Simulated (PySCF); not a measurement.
NKH2, in a box:

```xyz
4
Lattice="12.0000 0.0000 0.0000 0.0000 11.0000 0.0000 0.0000 0.0000 12.0000" Properties=species:S:1:pos:R:3 pbc="T T T"
N     5.4873    5.4255    5.8027
K     7.4685    4.9956    7.0628
H     4.5575    5.0323    5.9321
H     5.3669    6.0464    5.0051
```

Base run:

```yaml
Program: PySCF 2.14.0
Functional: B3PW91
Potentials_or_basis: def2-svp (all-electron)
k_mesh: 1 × 1 × 1
Occupations: fixed
Spin: no spin polarisation
```

Its results: gap between the frontier levels 2.01 eV.

Problem. After a change of settings the same cell gave: gap between the frontier levels 3.67 eV. Which change was it?
A. functional from B3PW91 to BHandHLYP
B. functional from B3PW91 to PBE
C. functional from B3PW91 to HSE06
D. functional from B3PW91 to BLYP; dispersion from none to D3(OP)

Solution. A.

Caveats: this is a molecule in a periodic box at the Γ point, so its band gap is the HOMO-LUMO gap; the basis of atomic orbitals isn't converged, which shifts pressures, moduli and gaps.

Not every run made on this cell is shown here.
